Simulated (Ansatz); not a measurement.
# ZrPb2O3: the cost of one run

Program: Ansatz 0.2.0. Level of theory: DFT PBE, scalar-relativistic, plane waves, PAW. These are calculated values, not measurements.

1 further run of the same task is left out (it didn't finish).

### 1 The system as given

Symmetry: P6/mmm, No. 191, hexagonal system. The conventional cell has a = 4.011 Å, b = 4.011 Å, c = 8.332 Å, α = 90.00°, β = 90.00°, γ = 120.00°. Around Zr (site symmetry 6/mmm) lie 2 Pb at 2.44 Å. Pb (site symmetry 6mm) is surrounded by 1 Zr at 2.44 Å and 6 O at 2.65 Å. Around O (site symmetry mmm) lie 4 O at 2.01 Å and 4 Pb at 2.65 Å.

Structure file:

```
CELL_PARAMETERS angstrom
4.01124 0.00000 0.00000
-2.00562 3.47384 0.00000
0.00000 0.00000 8.33182
ATOMIC_POSITIONS crystal
Zr 0.00000 0.00000 0.00000
Pb 0.00000 0.00000 0.29274
Pb 0.00000 0.00000 0.70726
O 0.50000 0.00000 0.50000
O 0.00000 0.50000 0.50000
O 0.50000 0.50000 0.50000
```

The cell is invented: random cell by space group and Wyckoff sites (P6/mmm, No. 191). The dimensions are guesses.

### 2 Probe: one point on a coarse mesh

input.yaml

```yaml
crystal:
  lattice:
    - [4.01123944, 0.0, 0.0]
    - [-2.00561972, 3.47383525, 0.0]
    - [0.0, 0.0, 8.33181981]
  atoms:
    - { symbol: Zr, position: [0.0, 0.0, 0.0] }
    - { symbol: Pb, position: [0.0, 0.0, 0.29273739] }
    - { symbol: Pb, position: [0.0, 0.0, 0.70726261] }
    - { symbol: O, position: [0.5, 0.0, 0.5] }
    - { symbol: O, position: [0.0, 0.5, 0.5] }
    - { symbol: O, position: [0.5, 0.5, 0.5] }
basis:
  ecutwfc: 420
kpoints:
  mp_grid: { grid: [6, 6, 2] }
hamiltonian:
  xc: pbe
scf:
  occupations: { method: gaussian, width: 0.1 }
  lower_state_search: "off"
output:
  forces: true
  stress: true
  eigenvalues: true
```

On the command line:

```bash
$ ansatz run input.yaml --threads 1 --pin off --max-ram 2560MiB --backend cpu --events-out ev --progress --plain --runs-dir out
```

**Question.** How long does this run take on 1 thread of Intel Xeon at 2.50GHz (Skylake/Cascade Lake), shared host, and how much memory does it need?

About 8 s, with a peak of 0.42 GiB.
